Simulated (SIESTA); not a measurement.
# Ag2Pd3 in SIESTA: convergence with k mesh

Input of the first run (k mesh 3 × 3 × 1); the others differ in this setting and in those tied to it:

File run.py:

```python
from ase import Atoms
from ase.calculators.siesta import Siesta
from ase.units import Ry, GPa

atoms = Atoms(
    ['Pd', 'Ag', 'Pd', 'Ag', 'Pd'],
    cell=[
        [2.8140808407, 0.0, 0.0],
        [-1.4070404203, 2.4370654964, 0.0],
        [0.0, 0.0, 24.35798162],
    ],
    scaled_positions=[
        [0.66666667, 0.33333334, 0.3079072855],
        [0.0, 0.0, 0.4039536427],
        [0.66666667, 0.33333334, 0.5],
        [0.0, 0.0, 0.5960463573],
        [0.66666667, 0.33333334, 0.6920927145],
    ],
    pbc=True,
)

fdf = {
    'SCFMustConverge': False,
    'OccupationFunction': 'FD',
    'ElectronicTemperature': '0.05 eV',
    'Slab.DipoleCorrection': 'vacuum',
    'MaxSCFIterations': '120',
    'SCF.Mixer.Method': 'Pulay',
    'SCF.Mixer.Weight': '0.25',
    'SCF.Mixer.History': '8',
    'SCF.DM.Tolerance': '5.0e-05',
    'SCF.H.Tolerance': '1.0e-03 eV',
    'WriteForces': 'true',
    'Charge.Mulliken': 'end',
    'PAO.Basis': ['Pd.1 5', 'n=4 0 2', '  2.827 0.000', 'n=5 0 2', '  8.463 0.000', 'n=4 1 2', '  3.241 0.000', 'n=5 1 1', '  8.463', 'n=4 2 2', '  5.842 0.000', 'Ag.2 5', 'n=4 0 2', '  2.727 0.000', 'n=5 0 2', '  7.811 0.000', 'n=4 1 2', '  3.107 0.000', 'n=5 1 1', '  7.811', 'n=4 2 2', '  5.129 0.000'],
}
calc = Siesta(
    label="Ag2Pd3",
    command="siesta < PREFIX.fdf > PREFIX.out",
    pseudo_path="pseudos",
    pseudo_qualifier="",
    xc=('LDA', 'PW92'),
    basis_set="DZP",
    mesh_cutoff=800 * Ry,
    energy_shift=0.003 * Ry,
    kpts=[3, 3, 1],
    spin="non-polarized",
    fdf_arguments=fdf,
)
atoms.calc = calc

print(f"energy = {atoms.get_potential_energy():.6f} eV")
free = atoms.get_potential_energy(force_consistent=True)
print(f"free energy = {free:.6f} eV")
print("forces (eV/A):")
print(atoms.get_forces(apply_constraint=False).round(6))
print("stress (GPa, Voigt order, tension positive):", (atoms.get_stress() / GPa).round(4))
```

Potentials or basis: PseudoDojo 0.4 standard (LDA files), DZP (energy shift 0.003 Ry; two zetas on semicore shells).

Run with:

```console
$ python run.py
```

Hardware: 1 thread of Arm Neoverse V1 (shared host).

```csv
k mesh,"energy less the tightest run, at zero smearing (meV/atom)",largest force (eV/Å),SCF cycles,CPU time (s),peak memory (GiB)
3 × 3 × 1,307.60,0.738,64,430,0.6
4 × 4 × 1,-91.09,0.429,18,150,0.6
6 × 6 × 1,-0.90,0.539,16,140,0.6
8 × 8 × 1,12.71,0.464,16,150,0.6
9 × 9 × 1,-4.22,0.504,17,150,0.6
11 × 11 × 1,2.20,0.467,18,170,0.6
14 × 14 × 1,0.00,0.471,16,170,0.6
```

Against the tightest run, the largest force stays within 0.005 eV/Å from 11 × 11 × 1 on. Not settled before the last step: the energy (to 1 meV/atom). Meshes of other sizes hit other points, so gaps and Fermi surfaces needn't settle smoothly. The tightest run that finished is the yardstick and may itself not be fully converged.

Caveat, for the tightest run too: short orbitals over semicore shells can move pressures by several GPa; the basis of atomic orbitals isn't converged, which shifts pressures, moduli and gaps.
